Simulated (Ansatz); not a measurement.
**CH3ClMgS: harmonic frequencies at the relaxed geometry, by script**

At which frequencies does CH3ClMgS vibrate? A script is to give harmonic frequencies at the relaxed geometry; the system is CH3ClMgS.

Computed with Ansatz 0.2.0 through its Python package. Level of theory: Hartree-Fock/def2-SVP.

## (1) Starting point

Bond lengths: C1–S2 1.760 Å, S2–Mg3 2.436 Å, Mg3–Cl4 2.370 Å, C1–H5 1.130 Å, C1–H6 1.178 Å, C1–H7 1.102 Å. Angles: C1–S2–Mg3 90.1°, S2–C1–H5 112.2°, S2–C1–H6 110.2°, S2–C1–H7 112.7°, H5–C1–H6 105.2°, H5–C1–H7 109.4°, H6–C1–H7 106.7°, S2–Mg3–Cl4 176.7°.

The script holds or builds the structure itself.

## (2) The script

File freq_ch3clmgs.py:

```python
'''Vibrations and zero-point energy of CH3ClMgS.'''

import itertools
import warnings

import ansatz as az
from ase import Atoms
from ase.data import atomic_numbers, covalent_radii
import numpy as np


def main() -> None:
    warnings.simplefilter('ignore', az.DeckWarning)

    atoms = Atoms(['C', 'S', 'Mg', 'Cl', 'H', 'H', 'H'], positions=[
        [-0.3722, 1.0994, -0.0436],
        [0.6442, 0.5568, 1.2873],
        [0.7294, -1.6764, 0.3185],
        [0.9463, -3.848, -0.6049],
        [-1.3532, 0.5396, -0.0883],
        [-0.6676, 2.2295, 0.1054],
        [0.1342, 1.031, -1.0202],
    ])
    ch3clmgs = az.Crystal.molecule_from_ase(atoms)

    calculation = (
        ch3clmgs.calculation()
        .basis(gaussian='def2-SVP')
        .functional('hf')
    )
    symbols = [site.symbol for site in ch3clmgs.cartesian_sites]
    start = np.array([site.position_ang for site in ch3clmgs.cartesian_sites], dtype=float)
    def progress(event):
        if event['event'] == 'relax_step':
            row = event['data']
            print(f'step {row["step"]:3d}  E = {row["lagrangian_ev"]:.6f} eV  largest force component {row["allowed_force_max_ev_ang"]:.4f} eV/A')


    data = calculation.relax(force_tolerance=0.003).session().plan().execute(on_event=progress).report
    end = np.array(data['positions_ang'])

    # pairs closer than 1.2 times the sum of covalent radii, before or after
    radius = [covalent_radii[atomic_numbers[s]] for s in symbols]
    span = lambda where, i, j: np.linalg.norm(where[i] - where[j])
    bonded = [(i, j) for i, j in itertools.combinations(range(len(symbols)), 2) if min(span(start, i, j), span(end, i, j)) < 1.2 * (radius[i] + radius[j])]
    print('pair        before    after (A)')
    for i, j in bonded:
        print(f'{symbols[i]}{i}-{symbols[j]}{j}'.ljust(10), f'{span(start, i, j):8.4f} {span(end, i, j):8.4f}')

    # same settings at the minimum
    minimum = az.Crystal.molecule()
    for symbol, place in zip(symbols, end):
        minimum = minimum.atom(symbol, place.tolist())
    vibrating = minimum.calculation().basis(gaussian='def2-SVP').functional('hf').phonons(temperatures=(200, 600, 100))
    vib = vibrating.run(threads=1).report['vibrations']
    sums = vib['harmonic_sums']
    modes = [m['omega_inv_cm'] for m in sums['modes_at_gamma'] if m['rigid_motion'] == 'no']
    print('frequencies (1/cm):', ' '.join(f'{w:.0f}' for w in modes))
    print('imaginary modes:', sum(w < 0 for w in modes), ' zero-point energy:', round(sums['zero_point_energy_ev'], 4), 'eV')
    print('T (K)   F_vib (eV)   S_vib (meV/K)   C_vib (meV/K)')
    for row in zip(sums['temperatures_k'], sums['vibrational_free_energy_ev'], vib['entropy_ev_per_k'], vib['heat_capacity_ev_per_k']):
        print(f'{row[0]:6.1f} {row[1]:11.4f} {1000 * row[2]:13.4f} {1000 * row[3]:15.4f}')

    # all hydrogen replaced by deuterium
    heavier = vibrating.phonons(masses={'H': 2.014102}).run(threads=1).report['vibrations']['harmonic_sums']
    print('deuterated (1/cm):', ' '.join(f'{m["omega_inv_cm"]:.0f}' for m in heavier['modes_at_gamma'] if m['rigid_motion'] == 'no'))
    print('zero-point energy falls by', round(sums['zero_point_energy_ev'] - heavier['zero_point_energy_ev'], 4), 'eV')


if __name__ == '__main__':
    main()
```

## (3) The calls as engine input

The package turns the script's settings into the engine's input (first run):

```yaml
crystal:
  periodic: [false, false, false]
  atoms:
    - { symbol: C, position_ang: [-0.3722, 1.0994, -0.0436] }
    - { symbol: S, position_ang: [0.6442, 0.5568, 1.2873] }
    - { symbol: Mg, position_ang: [0.7294, -1.6764, 0.3185] }
    - { symbol: Cl, position_ang: [0.9463, -3.848, -0.6049] }
    - { symbol: H, position_ang: [-1.3532, 0.5396, -0.0883] }
    - { symbol: H, position_ang: [-0.6676, 2.2295, 0.1054] }
    - { symbol: H, position_ang: [0.1342, 1.031, -1.0202] }
basis:
  gaussian:
    orbitals: def2-SVP
hamiltonian:
  xc: hf
relax:
  f_tol: 0.003
```

## (4) Running it

Started as:

```sh
python freq_ch3clmgs.py
```

Without the output at hand: what should come out? Wanted: highest frequency; imaginary modes; zero-point energy.

**Answer**, as computed:

| quantity | value |
| --- | --- |
| runs compared | 3 |
| highest frequency | 3311 cm⁻¹ |
| imaginary modes | 0 |
| zero-point energy | 1.155 eV |

What this shows: Run 1: The relaxation took 7 moves; the largest shift is 0.312 Å, of atom 2 (S). All frequencies are real, so the geometry is a minimum. The values are harmonic; measured fundamentals also hold anharmonic shifts, mostly downward for stretches. The frequencies are harmonic and unscaled, in a modest basis. The result belongs to the one conformer reached from this start, and soft torsions count as harmonic oscillators.
